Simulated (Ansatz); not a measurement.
# H₃NOSn: ionisation energy by level of theory

The task here is to estimate one member of a computed series from the others.

The runs use Ansatz 0.2.0, Gaussian basis; unrestricted cation, the program's frozen cores in correlated methods.

Levels to be run: UKS PBE-D4/def2-TZVPP; UKS r2SCAN-D4/def2-TZVPP; UKS PBE0-D4/def2-TZVPP; UKS B3LYP-D4/def2-TZVPP; UKS wB97X-V/def2-TZVPP; UKS wB97M-V/def2-TZVPP; UKS B2PLYP/def2-TZVPP; UHF-CCSD(T)/def2-TZVPP; UHF-MP2/def2-QZVPP; extrapolation to the limit; then −ε(HOMO) from the neutral's earlier runs with LDA (SPW92), PBE-D4, revPBE-D4, BLYP-D4, r2SCAN-D4, B97M-V, PBE0-D4, B3LYP-D4, r2SCANh-D4, r2SCAN0-D4, HSE06-D4, BHLYP-D4, CAM-B3LYP-D4, LC-ωPBE, ωB97X-V, ωB97M-V.

## The geometry

The geometry comes from an earlier relaxation with PBE0-D4 in a triple-zeta def2 set; it is a stationary point. Sn takes the def2 core potential; no spin-orbit term is included.

6 atoms, charge 0, spin multiplicity 1.

Atoms are counted from 1 here; the program's logs count them from 0.

Bond lengths: N1–Sn2 2.022 Å, N1–H4 1.009 Å, N1–H5 1.009 Å, Sn2–O3 1.984 Å, O3–H6 0.960 Å. Angles: Sn2–N1–H4 123.1°, Sn2–N1–H5 126.2°, H4–N1–H5 110.7°, N1–Sn2–O3 96.6°, Sn2–O3–H6 116.5°.

The first run:

in.yaml reads:

```yaml
crystal:
  periodic: [false, false, false]
  atoms:
    - {symbol: N, position_ang: [-0.651972, 0.039347, -0.837723]}
    - {symbol: Sn, position_ang: [0.664292, -1.311697, -0.110003]}
    - {symbol: O, position_ang: [1.247229, -0.240758, 1.454626]}
    - {symbol: H, position_ang: [-1.195893, -0.116652, -1.672630]}
    - {symbol: H, position_ang: [-0.862268, 0.942484, -0.438785]}
    - {symbol: H, position_ang: [0.840712, 0.623175, 1.558416]}
basis:
  gaussian: {orbitals: def2-TZVPP}
total_charge: 1
magnetization: {spin_polarized: true, initial_magnetization: 1}
hamiltonian: {xc: pbe, dispersion: d4}
```

Run with:

```bash
> ansatz run in.yaml --threads 4 --pin off --events-out ev --progress --plain --max-ram 10444MiB
```

Steps of the session up to this table: Cation, UKS PBE-D4/def2-TZVPP; Cation, UKS r2SCAN-D4/def2-TZVPP; Cation, UKS PBE0-D4/def2-TZVPP; Cation, UKS B3LYP-D4/def2-TZVPP; Cation, UKS wB97X-V/def2-TZVPP; Cation, UKS wB97M-V/def2-TZVPP; Cation, UKS B2PLYP (frozen core)/def2-TZVPP; Cation, UHF-CCSD(T)/def2-TZVPP; Cation, UHF-MP2/def2-QZVPP.

One table of the session follows, with a row left open; its other results are not shown here.

It belongs to the step «Ionisation energies side by side». For comparison, −ε(HOMO) of the neutral from earlier runs:

| functional | −ε(HOMO) (eV) |
| --- | --- |
| LDA (SPW92) | 6.14 |
| PBE-D4 | 5.93 |
| revPBE-D4 | 5.85 |
| BLYP-D4 | 5.79 |
| r2SCAN-D4 | 6.23 |
| B97M-V | 6.22 |
| PBE0-D4 | ? |
| B3LYP-D4 | 7.04 |
| r2SCANh-D4 | 6.74 |
| r2SCAN0-D4 | 7.52 |
| HSE06-D4 | 6.89 |
| BHLYP-D4 | 8.32 |
| CAM-B3LYP-D4 | 8.65 |
| LC-ωPBE | 9.83 |
| ωB97X-V | 9.55 |
| ωB97M-V | 9.50 |

Estimate the missing values for PBE0-D4.

As computed: −ε(HOMO) (eV): 7.30. In the column «−ε(HOMO) (eV)» it lies between B3LYP-D4 (7.04) and r2SCAN0-D4 (7.52).
